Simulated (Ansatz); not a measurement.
# H6OSSi2: a nudged elastic band, and a look at its input

Aim: a nudged elastic band from the structure below. Read the input with care, then see what the program makes of it. The step meant is a 1,2-elimination at charge 0 and multiplicity 1, which changes O2–H4, Si1–O2, S3–H4.

Program: Ansatz 0.2.0, Gaussian basis. Level of theory: PBE0-D4/def2-SVP. These are calculated values, not measurements.

## 1. The structure

```
Si   -0.18570    0.37741   -0.72330
O     1.01477    1.50548   -0.70129
S     0.28092   -1.32702   -1.93108
H     1.26547   -1.77145   -1.13085
H    -1.41423    0.88889   -1.39070
Si   -0.52732   -0.25137    1.49918
H     1.36174    1.79401   -1.54835
H    -0.73459    0.92777    2.38115
H     0.66146   -1.01101    1.97297
H    -1.72242   -1.13272    1.57227
```

## 2. The run

run/in.yaml

```yaml
crystal:
  periodic: [false, false, false]
  atoms:
    - {symbol: Si, position_ang: [-0.185700, 0.377409, -0.723304]}
    - {symbol: O, position_ang: [1.014775, 1.505478, -0.701292]}
    - {symbol: S, position_ang: [0.280920, -1.327018, -1.931082]}
    - {symbol: H, position_ang: [1.265472, -1.771447, -1.130845]}
    - {symbol: H, position_ang: [-1.414234, 0.888894, -1.390701]}
    - {symbol: Si, position_ang: [-0.527324, -0.251366, 1.499177]}
    - {symbol: H, position_ang: [1.361740, 1.794008, -1.548345]}
    - {symbol: H, position_ang: [-0.734586, 0.927773, 2.381147]}
    - {symbol: H, position_ang: [0.661460, -1.011008, 1.972972]}
    - {symbol: H, position_ang: [-1.722422, -1.132723, 1.572271]}
basis:
  gaussian: {orbitals: def2-SVP}
hamiltonian: {xc: pbe0, dispersion: d4}
neb:
  images: 5
  climbing: true
  max_iterations: 3
  initial_path: idpp
  final_atoms:
    - {symbol: Si, position_ang: [-0.411458, -0.234917, -0.763159]}
    - {symbol: O, position_ang: [1.304473, 0.745324, -0.931624]}
    - {symbol: S, position_ang: [0.073574, -1.857482, -1.796245]}
    - {symbol: H, position_ang: [1.733573, 0.043168, -1.466154]}
    - {symbol: H, position_ang: [-1.220239, 0.879543, -1.351708]}
    - {symbol: Si, position_ang: [-0.639458, -0.269737, 1.568647]}
    - {symbol: H, position_ang: [1.249487, 1.544505, -1.473718]}
    - {symbol: H, position_ang: [-0.632550, 1.110222, 2.132509]}
    - {symbol: H, position_ang: [0.476797, -1.046399, 2.166767]}
    - {symbol: H, position_ang: [-1.934098, -0.914228, 1.914687]}
```

Command:

```console
$ ansatz run in.yaml --threads 4 --pin off --events-out ev --progress --plain --max-ram 9574MiB
```

The program printed:

```text
Functional definition: PBE0
  name "PBE0"
  cite "Adamo & Barone, J. Chem. Phys. 110, 6158 (1999) doi:10.1063/1.478522"
  cite "Perdew, Burke & Ernzerhof, Phys. Rev. Lett. 77, 3865 (1996) doi:10.1103/PhysRevLett.77.3865"
  parent pbe
  parameter a = 0.25
  parameter kappa = 0.804
  parameter beta = 0.06672455060314922
  exchange = (1 - a)*pbe_x(kappa = kappa, mu = beta*pi^2/3) + a*exact_x
  correlation = pbe_c(beta = beta)
989 factors; integrals over basis functions are off by at most 4.0e-4 eV
mean field evaluation 1: about -28710.8494 eV, gradient 4.5e1 eV
mean field evaluation 2: about -28704.7326 eV, gradient 7.3e1 eV
mean field evaluation 4: about -28714.4396 eV, gradient 1.8e0 eV
mean field evaluation 8: about -28714.4490 eV, gradient 9.6e-2 eV
mean field -28714.44902139 eV, -1055.2365381837 hartree, gradient 4.3e-5 eV, S^2 0.000000; 0 other end points of the search recorded, 0 dependent functions left out
the calculation of the forces begins
reference -28714.44904835 eV, -1055.2365391741 hartree; 29, 29 occupied and 69, 69 virtual orbitals, 989 factors
[... from here to the last solve, the lines of the solves are left out (15 solves) ...]
WARN: NEB end point (image 0): max|allowed force component| = 4.200e-1 eV/Å (the criterion of neb.relax_end_points is 1.000e-2). That is over neb.f_tol: it is no minimum, so the barrier can be far off. Relax it first
WARN: NEB end point (image 6): max|allowed force component| = 2.173e-1 eV/Å (the criterion of neb.relax_end_points is 1.000e-2). That is over neb.f_tol: it is no minimum, so the barrier can be far off. Relax it first
NEB iter   1: max|band force component| = 3.403e0 eV/Å  barrier→ = 2.8315 eV  barrier← = 1.5827 eV  Δτ_max = 0.2000 Å  (170 SCF iters)
NEB iter   2: max|band force component| = 2.925e0 eV/Å  barrier→ = 1.8789 eV  barrier← = 0.6300 eV  Δτ_max = 0.2000 Å  (138 SCF iters)
990 factors; integrals over basis functions are off by at most 1.1e-3 eV
mean field -28712.95241571 eV, -1055.1815389392 hartree, gradient 3.6e-5 eV, S^2 0.000000; 0 other end points of the search recorded, 0 dependent functions left out
the calculation of the forces begins
reference -28712.95244198 eV, -1055.1815399047 hartree; 29, 29 occupied and 69, 69 virtual orbitals, 990 factors
NEB iter   3: max|band force component| = 3.591e0 eV/Å  barrier→ = 1.5007 eV  barrier← = 0.2518 eV  Δτ_max = 0.1017 Å  (139 SCF iters)
Error: NEB band did not converge after 3 iterations: max|band force component| = 3.59e0 eV/Å (threshold 5.0e-2); raise `neb.max_iterations` in a new run, which can start from the last band evaluated (`neb.initial_path`, with `crystal.atoms` and `neb.final_atoms` set to its first and last images), add images, or start from endpoints closer to local minima. Where this run's directory can be resumed (`checkpoint.write`), a resume goes on for up to `neb.max_iterations` more; to start a new run from the last band, take its images' positions from the `neb_iteration` event of iteration 3 (`data.images[].positions_ang`), in the event stream of the run that computed that iteration (not this run's, if it was resumed behind it). With `checkpoint.write`, `steps/00-neb/state/checkpoint.json` in the run directory holds the last saved band, under `neb.evaluated.images[].positions_ang` (a band under a hybrid functional on support functions is neither saved nor resumed: `neb.initial_path` says where its path is): check the last entry of `neb.iterations` there, which is earlier than 3 if that iteration was not saved or its write failed. If the band's step has no `state` directory and holds `state.next`, a write was cut short, and the file is under `state.next` instead (behind a loss of power it can be under `state.prev`)
a run's events are kept only if it was started with --events-out <file>, and are in that file
```

Wall time 14 s (4 threads of Intel Xeon 6975P-C, shared host).

## 3. Diagnosis

The run did not converge within its limit, so it gives no result.

Three iterations were allowed, too few to relax the band.

Remedy: raise max_iterations.

## 4. Outcome

| quantity | value |
| --- | --- |
| this run | not converged |
| fault | too few iterations |

Three iterations were allowed, too few to relax the band.

For comparison, these settings ran to the end on the same system (12 iterations):

```yaml
hamiltonian: {xc: pbe0, dispersion: d4}
neb:
  images: 5
  climbing: true
  max_iterations: 40
  initial_path: idpp
```
